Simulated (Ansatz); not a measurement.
# TiBrCl₃: one species, many methods

The task here is to estimate one member of a computed series from the others.

Computed with Ansatz 0.2.0, Gaussian basis. Level: functionals in def2-TZVPP, the program's frozen cores in correlated methods.

Levels to be run: LDA (SPW92), PBE-D4, revPBE-D4, BLYP-D4, r2SCAN-D4, B97M-V, PBE0-D4, B3LYP-D4, r2SCANh-D4, r2SCAN0-D4, HSE06-D4, BHLYP-D4, CAM-B3LYP-D4, LC-ωPBE, ωB97X-V, ωB97M-V, B2PLYP, PBE-QIDH; CCSD(T)/def2-SVP; CCSD(T)/def2-TZVPP; MP2/def2-QZVPP; extrapolation to the limit; RPA on PBE.

### The relaxed structure

An earlier PBE0-D4 in a triple-zeta def2 set relaxation fixed the geometry.

SMILES `[Cl][Ti]([Cl])([Cl])[Br]`, 5 atoms, charge 0, spin multiplicity 1.

Atoms are counted from 1 here; the program's logs count them from 0.

Bond lengths: Cl1–Ti2 2.161 Å, Ti2–Cl3 2.161 Å, Ti2–Cl4 2.161 Å, Ti2–Br5 2.316 Å. Angles: Cl1–Ti2–Cl3 109.6°, Cl1–Ti2–Cl4 109.6°, Cl1–Ti2–Br5 109.4°, Cl3–Ti2–Cl4 109.6°, Cl3–Ti2–Br5 109.4°, Cl4–Ti2–Br5 109.4°.

Geometry (Å):

```mol
BrCl3Ti
  3D, bonds by distance, orders not assigned

  5  4  0  0  0  0  0  0  0  0999 V2000
   -1.0240   -0.2214    1.8912 Cl  0  0
    0.0068   -0.0467   -0.0004 Ti  0  0
    1.9662   -0.9451    0.1573 Cl  0  0
   -1.1291   -1.0531   -1.5393 Cl  0  0
    0.2300    2.1926   -0.5502 Br  0  0
  1  2  8  0
  2  3  8  0
  2  4  8  0
  2  5  8  0
M  END
```

The first run:

The input, in.yaml:

```yaml
crystal:
  periodic: [false, false, false]
  atoms:
    - {symbol: Cl, position_ang: [-1.023971, -0.221393, 1.891219]}
    - {symbol: Ti, position_ang: [0.006796, -0.046654, -0.000439]}
    - {symbol: Cl, position_ang: [1.966210, -0.945100, 0.157301]}
    - {symbol: Cl, position_ang: [-1.129102, -1.053126, -1.539316]}
    - {symbol: Br, position_ang: [0.229965, 2.192574, -0.550165]}
basis:
  gaussian: {orbitals: def2-TZVPP}
hamiltonian: {xc: lda}
output: {orbitals: {seedname: orbitals}}
```

Steps of the session up to this table: LDA; PBE-D4 (GGA); revPBE-D4 (GGA); BLYP-D4 (GGA); r2SCAN-D4 (meta-GGA); B97M-V (meta-GGA); PBE0-D4 (hybrid); B3LYP-D4 (hybrid); r2SCANh-D4 (hybrid); r2SCAN0-D4 (hybrid); HSE06-D4 (hybrid); BHLYP-D4 (hybrid); CAM-B3LYP-D4 (range-separated); LC-ωPBE-D4 (range-separated; the results give it without D4); ωB97X-V (range-separated); ωB97M-V (range-separated); B2PLYP (double hybrid); PBE-QIDH (double hybrid).

One of the session's tables, all rows but one given; the rest of the session is left out.

It belongs to the step «Orbital energies across the functionals». 

| functional | HOMO (eV) | LUMO (eV) | gap (eV) |
| --- | --- | --- | --- |
| LDA (SPW92) | -8.05 | -4.74 | 3.32 |
| PBE-D4 | -7.89 | -4.52 | 3.37 |
| revPBE-D4 | -7.84 | -4.45 | 3.38 |
| BLYP-D4 | ? | ? | ? |
| r2SCAN-D4 | -8.26 | -4.55 | 3.70 |
| B97M-V | -8.31 | -4.53 | 3.78 |
| PBE0-D4 | -9.17 | -3.73 | 5.44 |
| B3LYP-D4 | -8.89 | -3.93 | 4.96 |
| r2SCANh-D4 | -8.72 | -4.23 | 4.49 |
| r2SCAN0-D4 | -9.41 | -3.72 | 5.69 |
| HSE06-D4 | -8.78 | -4.11 | 4.67 |
| BHLYP-D4 | -10.28 | -2.70 | 7.58 |
| CAM-B3LYP-D4 | -10.44 | -2.70 | 7.74 |
| LC-ωPBE | -11.83 | -1.75 | 10.09 |
| ωB97X-V | -11.46 | -1.69 | 9.77 |
| ωB97M-V | -11.30 | -1.63 | 9.67 |

Q: Estimate the row for BLYP-D4 from the others.

Worked estimate for «HOMO (eV)». Against the share of exact exchange, B3LYP-D4 (0.2, -8.89), BHLYP-D4 (0.5, -10.28) give a slope of -4.63 per unit share; at 0 the line stands at -7.96.

**Answer.** HOMO (eV): -7.70; LUMO (eV): -4.38; gap (eV): 3.32. In «HOMO (eV)» the line misses by -0.26.
